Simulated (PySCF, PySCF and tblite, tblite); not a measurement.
**trifluoroacetic acid (C₂HF₃O₂): conformers and averaged spectra**

Aim: find the conformers of trifluoroacetic acid (C₂HF₃O₂) (`O=C(O)C(F)(F)F`), weigh them, and average their properties.

Programs: PySCF 2.14.0 with density-fitted response routines of our own, and tblite 0.8.0. All values are computed, except where a source is named. Atoms count from 0 throughout.

### 1 The starting structure

8 atoms, charge 0, multiplicity 1; geometry from: MMFF94s geometry.

Bonds of the start (Å): C1–C3 1.53, C1–O2 1.38, C3–F4 1.38, C3–F5 1.36, C3–F6 1.36, O0–C1 1.22, O2–H7 0.98.

### 2 GFN2-xTB relaxation, conformer 1

Job settings and geometry (Å):

```
{"job": {"xc": "GFN2-xTB", "basis": "xTB", "kind": "relax"}, "charge": 0, "multiplicity": 1}
O      0.954200     1.425900    -0.441400
C      0.525200     0.339000    -0.088600
O      1.441500    -0.630600     0.253000
C     -0.932000    -0.110100     0.003500
F     -1.180100    -0.883500     1.121200
F     -1.809200     0.926400     0.068200
F     -1.302600    -0.863700    -1.068200
H      2.312000    -0.193900     0.127800
```

The run is started by

```sh
$ OMP_NUM_THREADS=1 python ens_run.py task.json out
```

The driver reads the study from task.json and runs its stages one after another.

The program printed:

```text
step      E/eV     max force
  0    -737.54465    3.108
  1    -737.70252    2.631
  2    -737.73502    1.825
  3    -737.76509    0.662
  4    -737.78284    0.519
  5    -737.80956    0.579
  6    -737.82080    0.337
  7    -737.82560    0.145
  8    -737.82730    0.152
  9    -737.82812    0.103
 10    -737.82865    0.096
 11    -737.82944    0.091
 12    -737.83021    0.112
 13    -737.83077    0.079
 14    -737.83108    0.070
 15    -737.83135    0.062
 16    -737.83169    0.086
 17    -737.83197    0.075
 18    -737.83209    0.030
 19    -737.83209    0.029
 20    -737.83211    0.024
 21    -737.83214    0.019
 22    -737.83215    0.016
 23    -737.83218    0.013
 24    -737.83219    0.012
 25    -737.83221    0.015
 26    -737.83224    0.017
 27    -737.83230    0.027
 28    -737.83240    0.041
 29    -737.83260    0.057
 30    -737.83293    0.073
 31    -737.83341    0.072
 32    -737.83392    0.076
 33    -737.83439    0.059
 34    -737.83469    0.087
 35    -737.83509    0.073
 36    -737.83534    0.055
 37    -737.83556    0.036
 38    -737.83563    0.040
 39    -737.83575    0.036
 40    -737.83579    0.028
 41    -737.83584    0.021
 42    -737.83589    0.024
 43    -737.83596    0.031
 44    -737.83599    0.012
 45    -737.83601    0.023
 46    -737.83603    0.012
 47    -737.83604    0.013
 48    -737.83605    0.011
 49    -737.83606    0.004
 50    -737.83606    0.004
```

It took 0.16 s on 1 thread of Arm Neoverse V2, shared host.

Relaxing gained 0.291 eV and moved the atoms by 0.18 Å on average (rms).

### 3 DFT optimisation, start 1: PBE0-D3(BJ)/def2-SVP

Job settings and geometry (Å):

```
{"job": {"kind": "geom", "xc": "PBE0", "basis": "def2-SVP", "d3": "d3bj", "grid": 1, "maxiter": 40}, "charge": 0, "multiplicity": 1}
O      0.846329     1.538657    -0.194328
C      0.548923     0.394866    -0.052242
O      1.368040    -0.628249     0.073754
C     -0.924575    -0.112274     0.011928
F     -1.169763    -0.726155     1.173795
F     -1.790235     0.889043    -0.109568
F     -1.171937    -0.988793    -0.966625
H      2.220316    -0.370586     0.466775
```

The program printed:

```text
step      E/eV     max force
  0    -14309.94718   1.0448
  1    -14310.04901   1.1140
  2    -14310.07302   1.0488
  3    -14310.04394   1.4967
  4    -14310.08951   0.2822
  5    -14310.08691   0.6938
  6    -14310.09468   0.1060
  7    -14310.09547   0.1278
  8    -14310.09575   0.0529
  9    -14310.09600   0.0248
```

It took 37 s on 1 thread of Arm Neoverse V2, shared host; peak memory 0.4 GiB.

Gain 0.149 eV; displacement 0.15 Å root mean square.

### 4 Shieldings, conformer 1: wB97X-D/pcSseg-1 in chloroform

Job settings and geometry (Å):

```
{"job": {"xc": "wB97X-D", "basis": "pcSseg-1", "solvent": "chloroform", "kind": "nmr", "pop": true}, "charge": 0, "multiplicity": 1}
O      0.840043     1.517951    -0.023258
C      0.525655     0.367932     0.038509
O      1.349359    -0.663992     0.156886
C     -0.935737    -0.117110     0.011622
F     -1.255532    -0.644722     1.190851
F     -1.744730     0.894517    -0.236287
F     -1.105188    -1.045570    -0.924103
H      2.253228    -0.312497     0.189267
```

The program printed:

```text
coarse grid: 8224 points
cycle   1  E = -526.2115277272  dE =  1.554e+00  |g| = 1.342e+00  |ddm| = 2.539e+00
cycle   2  E = -526.0153088956  dE =  1.962e-01  |g| = 1.809e+00  |ddm| = 1.537e+00
cycle   3  E = -526.5317195854  dE = -5.164e-01  |g| = 1.572e-01  |ddm| = 8.924e-01
cycle   4  E = -526.5347883340  dE = -3.069e-03  |g| = 9.036e-02  |ddm| = 1.152e-01
cycle   5  E = -526.5361077394  dE = -1.319e-03  |g| = 1.046e-02  |ddm| = 4.712e-02
cycle   6  E = -526.5361330901  dE = -2.535e-05  |g| = 3.115e-03  |ddm| = 9.754e-03
cycle   7  E = -526.5361359517  dE = -2.862e-06  |g| = 9.676e-04  |ddm| = 3.642e-03
final grid: 85016 points
cycle   8  E = -526.6129204575  dE = -1.283e-04  |g| = 6.652e-03  |ddm| = 2.860e-02
cycle   9  E = -526.6129227496  dE = -2.292e-06  |g| = 5.911e-03  |ddm| = 6.697e-03
cycle  10  E = -526.6129270445  dE = -4.295e-06  |g| = 7.691e-04  |ddm| = 2.629e-03
cycle  11  E = -526.6129271505  dE = -1.059e-07  |g| = 4.465e-04  |ddm| = 6.812e-04
cycle  12  E = -526.6129271853  dE = -3.481e-08  |g| = 1.433e-04  |ddm| = 3.677e-04
cycle  13  E = -526.6129271898  dE = -4.506e-09  |g| = 3.793e-05  |ddm| = 1.028e-04
cycle  14  E = -526.6129271904  dE = -5.571e-10  |g| = 8.428e-06  |ddm| = 6.188e-05
converged SCF energy = -526.6129271904

GIAO shielding tensors (ppm)
atom      isotropic    diamagn.    paramagn.     s11        s22        s33       span
  0 O      -86.149     401.017    -487.166   -309.347   -246.800    297.699    607.046
  1 C       19.908     249.963    -230.055    -83.137     68.491     74.369    157.505
  2 O      133.971     392.743    -258.772    -32.491    189.376    245.029    277.519
  3 C       65.020     239.585    -174.565     48.731     64.107     82.221     33.489
  4 F      264.973     472.062    -207.089    185.038    259.322    350.558    165.520
  5 F      275.695     470.580    -194.885    202.434    278.822    345.828    143.394
  6 F      268.046     472.303    -204.258    188.630    262.903    352.604    163.974
  7 H       24.204      29.004      -4.799     19.447     20.362     32.805     13.358
```

It took 12 s on 1 thread of Arm Neoverse V2, shared host; peak memory 0.69 GiB.

In short: HOMO -11.15 eV, LUMO 0.94 eV; dipole 2.54 D.

### 5 Single-point energy, conformer 1: PBE0/def2-TZVP in chloroform

The job, as its differences from that of step 4:

```diff
@@ -1,2 +1,2 @@
-{"job": {"xc": "wB97X-D", "basis": "pcSseg-1", "solvent": "chloroform", "kind": "nmr", "pop": true}, "charge": 0, "multiplicity": 1}
+{"job": {"xc": "PBE0", "basis": "def2-TZVP", "solvent": "chloroform", "kind": "sp"}, "charge": 0, "multiplicity": 1}
 O      0.840043     1.517951    -0.023258
```

The program printed:

```text
coarse grid: 8224 points
cycle   1  E = -526.2467875026  dE =  1.479e+00  |g| = 1.251e+00  |ddm| = 2.503e+00
cycle   2  E = -525.6902706765  dE =  5.565e-01  |g| = 2.228e+00  |ddm| = 1.569e+00
cycle   3  E = -526.4972415574  dE = -8.070e-01  |g| = 2.761e-01  |ddm| = 1.086e+00
cycle   4  E = -526.5080740720  dE = -1.083e-02  |g| = 1.271e-01  |ddm| = 1.913e-01
cycle   5  E = -526.5107422650  dE = -2.668e-03  |g| = 1.690e-02  |ddm| = 6.549e-02
cycle   6  E = -526.5107960329  dE = -5.377e-05  |g| = 4.892e-03  |ddm| = 1.298e-02
cycle   7  E = -526.5108001132  dE = -4.080e-06  |g| = 1.448e-03  |ddm| = 2.851e-03
final grid: 85016 points
cycle   8  E = -526.5167006194  dE = -6.314e-05  |g| = 1.036e-02  |ddm| = 4.006e-02
cycle   9  E = -526.5166655192  dE =  3.510e-05  |g| = 1.761e-02  |ddm| = 1.289e-02
cycle  10  E = -526.5167174384  dE = -5.192e-05  |g| = 1.872e-03  |ddm| = 8.597e-03
cycle  11  E = -526.5167180068  dE = -5.683e-07  |g| = 4.560e-04  |ddm| = 1.051e-03
cycle  12  E = -526.5167180402  dE = -3.337e-08  |g| = 9.211e-05  |ddm| = 2.206e-04
cycle  13  E = -526.5167180415  dE = -1.291e-09  |g| = 2.349e-05  |ddm| = 5.856e-05
cycle  14  E = -526.5167180415  dE = -7.367e-11  |g| = 7.351e-06  |ddm| = 1.253e-05
converged SCF energy = -526.5167180415
```

It took 11 s on 1 thread of Arm Neoverse V2, shared host; peak memory 0.88 GiB.

Key values: HOMO -9.12 eV, LUMO -0.96 eV; dipole 2.57 D.

### 6 Couplings, conformer 1: B3LYP/pcJ-1

The job, as its differences from that of step 5:

```diff
@@ -1,2 +1,2 @@
-{"job": {"xc": "PBE0", "basis": "def2-TZVP", "solvent": "chloroform", "kind": "sp"}, "charge": 0, "multiplicity": 1}
+{"job": {"xc": "B3LYP", "basis": "pcJ-1", "kind": "j"}, "charge": 0, "multiplicity": 1}
 O      0.840043     1.517951    -0.023258
```

The program printed:

```text
coarse grid: 8224 points
cycle   1  E = -526.4301235530  dE =  1.450e+00  |g| = 1.336e+00  |ddm| = 2.605e+00
cycle   2  E = -525.6097062912  dE =  8.204e-01  |g| = 2.592e+00  |ddm| = 2.069e+00
cycle   3  E = -526.6990504598  dE = -1.089e+00  |g| = 4.071e-01  |ddm| = 1.559e+00
cycle   4  E = -526.7235193068  dE = -2.447e-02  |g| = 1.734e-01  |ddm| = 3.049e-01
cycle   5  E = -526.7284123269  dE = -4.893e-03  |g| = 2.455e-02  |ddm| = 9.465e-02
cycle   6  E = -526.7285267039  dE = -1.144e-04  |g| = 6.784e-03  |ddm| = 1.892e-02
cycle   7  E = -526.7285346454  dE = -7.942e-06  |g| = 2.000e-03  |ddm| = 4.083e-03
final grid: 85016 points
cycle   8  E = -526.8055169708  dE = -2.110e-04  |g| = 7.387e-03  |ddm| = 1.325e-02
cycle   9  E = -526.8054927867  dE =  2.418e-05  |g| = 1.366e-02  |ddm| = 1.017e-02
cycle  10  E = -526.8055236577  dE = -3.087e-05  |g| = 1.895e-03  |ddm| = 7.805e-03
cycle  11  E = -526.8055241175  dE = -4.599e-07  |g| = 9.923e-04  |ddm| = 1.394e-03
cycle  12  E = -526.8055242726  dE = -1.551e-07  |g| = 1.056e-04  |ddm| = 4.710e-04
cycle  13  E = -526.8055242746  dE = -1.961e-09  |g| = 1.464e-05  |ddm| = 7.705e-05
cycle  14  E = -526.8055242746  dE = -2.819e-11  |g| = 6.427e-06  |ddm| = 1.080e-05
converged SCF energy = -526.8055242746

Indirect spin-spin couplings (Hz)
  i      j    bonds     total        FC       PSO       DSO        SD
  0 O    1 C    1     28.622    17.974    13.818    -0.128    -3.042
  0 O    2 O    2     -7.704    -0.946    -8.113    -0.037     1.392
  0 O    3 C    2     -6.004    -4.473    -0.715    -0.018    -0.799
  0 O    4 F    3      0.724    -0.929    -1.007     0.170     2.489
  0 O    5 F    3     -0.716    -0.653     0.803    -0.031    -0.836
  0 O    6 F    3     -2.289    -0.545    -2.731     0.205     0.781
  0 O    7 H    3      2.453    -0.814     2.665     0.021     0.582
  1 C    2 O    1     33.272    25.812     7.297    -0.169     0.332
  1 C    3 C    1    110.659   109.800    -0.778     0.529     1.107
  1 C    4 F    2     46.533    46.182    -0.611     0.294     0.669
  1 C    5 F    2     51.652    49.561     0.416     0.250     1.424
  1 C    6 F    2     46.276    44.900    -0.142     0.272     1.246
  1 C    7 H    2     -6.551    -4.820    -1.262    -0.329    -0.140
  2 O    3 C    2    -26.707   -26.622    -0.077    -0.060     0.052
  2 O    4 F    3      2.838     1.791     0.582    -0.032     0.497
  2 O    5 F    3     -7.410    -4.335    -2.335     0.224    -0.964
  2 O    6 F    3      3.315     2.141     1.001    -0.067     0.239
  2 O    7 H    1    -78.697   -68.679    -9.624    -0.391    -0.003
  3 C    4 F    1   -357.249  -332.245   -35.359     1.488     8.866
  3 C    5 F    1   -347.579  -314.429   -41.819     1.486     7.183
  3 C    6 F    1   -360.305  -333.913   -36.419     1.490     8.537
  3 C    7 H    3     10.841    10.750     0.557    -0.530     0.065
  4 F    5 F    2     56.736    35.357   -27.677    -0.424    49.480
  4 F    6 F    2     96.033    39.445    -1.520    -0.381    58.489
  4 F    7 H    4     -0.568    -0.763     2.132    -1.978     0.041
  5 F    6 F    2     43.644    31.247   -34.560    -0.431    47.388
  5 F    7 H    4      5.360     5.204     2.137    -2.095     0.115
  6 F    7 H    4     -0.873    -1.119     2.285    -2.097     0.058
```

Wall time 42 s (1 thread of Arm Neoverse V2, shared host); peak memory 0.86 GiB.

This run: HOMO -8.95 eV, LUMO -1.32 eV; dipole 2.22 D.

[end of part 1 of 2]
